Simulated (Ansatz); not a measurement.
# GeH− (singlet): wave-function methods side by side, aug-cc-pVTZ

The task here is to estimate one member of a computed series from the others.

The runs use Ansatz 0.2.0, Gaussian basis; aug-cc-pVTZ, core rule «outside noble gas», up to 14 orbitals frozen.

The runs, in order: UHF; CCSD(T) on RHF; CCSD(T) on UHF; BCCD(T) on RHF; CCSDT(Q) on RHF; CCSDT(Q) on UHF; CASSCF and MRCISD+Q, 6 electrons in 5 orbitals; CASSCF and NEVPT2, 6 electrons in 5 orbitals.

7 further runs of the same task are left out: 2 that didn't finish, 5 set aside as unsound or not needed.

## The system

The geometry is a PBE0/def2-TZVPD stationary point (not a proven minimum). No spin-orbit coupling is included. The filled d shell of Ge may be among the frozen orbitals whatever the setting's name suggests; the logs give the count.

2 atoms, charge -1, spin multiplicity 1.

Atoms are counted from 1 here; the program's logs count them from 0.

Bond lengths: Ge1–H2 1.633 Å.

Geometry (Å):

```xyz
2

Ge    0.0000    0.0000    0.0000
H     0.0000    0.0000    1.6332
```

Set-up of the first run:

The input, in.yaml:

```yaml
crystal:
  periodic: [false, false, false]
  atoms:
    - {symbol: Ge, position_ang: [0.000000, 0.000000, 0.000000]}
    - {symbol: H, position_ang: [0.000000, 0.000000, 1.633171]}
basis:
  gaussian: {orbitals: aug-cc-pVTZ}
total_charge: -1
magnetization: {spin_polarized: true, initial_magnetization: 0}
hamiltonian: {xc: hf}
output: {orbitals: {seedname: orbitals}}
```

Started as:

```sh
> ansatz run in.yaml --threads 1 --pin off --events-out ev --progress --plain --max-ram 2393MiB
```

Among the steps run: UHF; CCSD(T) on RHF; CCSD(T) on UHF; BCCD(T) on RHF; CCSDT(Q) on RHF; CCSDT(Q) on UHF; CASSCF and MRCISD+Q, 6 electrons in 5 orbitals; CASSCF and NEVPT2, 6 electrons in 5 orbitals.

One table of the session follows, with a row left open; its other results are not shown here.

```
          method  from RCCSDT(Q) (kcal/mol)
             RHF                     +90.65
             UHF                     +67.53
            RMP2                          ?
            UMP2                     +10.02
           RCCSD                      +8.33
           UCCSD                      -4.25
        RCCSD(T)                      +4.27
        UCCSD(T)                      -7.83
         BCCD(T)                      +4.28
          RCCSDT                      +1.12
          UCCSDT                     -11.96
       RCCSDT(Q)                          0
       UCCSDT(Q)                     -13.29
  CASSCF valence                     +70.98
  NEVPT2 valence                     +19.36
  MRCISD valence                      +5.90
MRCISD+Q valence                      +0.49
```

**Question.** Estimate the row for RMP2.

**Answer.** from RCCSDT(Q) (kcal/mol): +23.26. In the column «from RCCSDT(Q) (kcal/mol)» it lies between NEVPT2 valence (+19.36) and UHF (+67.53).

The program flags UCCSD(T), UCCSDT(Q) as in doubt (see the logs), so those rows may rest on another solution; read them beside their warnings.

To keep in mind: The determinant is far from a pure spin state, so its energy mixes those of several spin states (harmless only where they are near-degenerate, as at dissociation). The program flags UCCSD(T), UCCSDT(Q) as in doubt, so those rows may rest on another solution; read them beside their warnings. Warnings: restricted reference is unstable; spin contamination. Restricted and unrestricted rows rest on different reference determinants; where their highest levels disagree by more than a few hundredths of an eV, they describe different states and don't form one ladder.
